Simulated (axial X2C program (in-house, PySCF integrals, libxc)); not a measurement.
**ClCuCl⁻: bond lengths and stretches, held linear**

The task here is to estimate one member of a computed series from the others.

The runs use an in-house X2C program for linear molecules on PySCF integrals; all-electron X2C, two-component (2c) or spin-free, Cl dyall-av3z, Cu dyall-v3z.

All values are calculated.

1 further run of the same task is left out (set aside as unsound or not needed).

Set-up of the first run:

File task.json:

```json
{"zs": [17, 29, 17], "q": -1, "bas": ["dyall-av3z", "dyall-v3z", "dyall-av3z"], "r0": [2.11, 2.11], "symm": 1, "scan": ["PBE0", "HF", "TPSSh"], "levels": ["PBE0", "HF", "B3LYP"], "nst": 2}
```

Keys: zs atomic numbers; q charge; bas basis sets; r0 starting distance in Å; symm equal bonds; scan levels of the two-bond scan (MP2 follows by itself at each HF point); levels methods; nst determinants followed.

Launch:

```
> python solin.py task.json out
```

Masses Cl 34.969, Cu 62.930, Cl 34.969 u.

Among the steps run: Scan at PBE0, 2c; Scan at HF, 2c; Scan at TPSSh, 2c.

One of the session's tables, all rows but one given; the rest of the session is left out.

| level | r(Cl–Cu) (Å) | r(Cu–Cl) (Å) | lower stretch (cm⁻¹) | upper stretch (cm⁻¹) |
| --- | --- | --- | --- | --- |
| PBE0, 2c | 2.117 | 2.117 | 295.7 | 405.7 |
| HF, 2c | 2.228 | 2.228 | 235.0 | 329.0 |
| TPSSh, 2c | 2.117 | 2.117 | 296.6 | 404.3 |
| MP2, 2c | 2.068 | 2.068 | 314.1 | 436.2 |
| PBE0, spin-free | 2.117 | 2.117 | 295.9 | 406.0 |
| HF, spin-free | ? | ? | ? | ? |
| TPSSh, spin-free | 2.116 | 2.116 | 296.8 | 404.6 |
| MP2, spin-free | 2.067 | 2.067 | 314.6 | 436.8 |

Estimate the missing values for HF, spin-free.

**Answer.** r(Cl–Cu) (Å): 2.227; r(Cu–Cl) (Å): 2.227; lower stretch (cm⁻¹): 235.4; upper stretch (cm⁻¹): 329.7. In the column «r(Cl–Cu) (Å)» it lies between PBE0, spin-free (2.117) and HF, 2c (2.228).

Scans not shown above were run alike.

Caveats from the session: For an anion the highest level of a functional can be positive, and the basis then holds the extra electron. The molecule was held linear; bending was not examined, so a bent shape may lie lower.
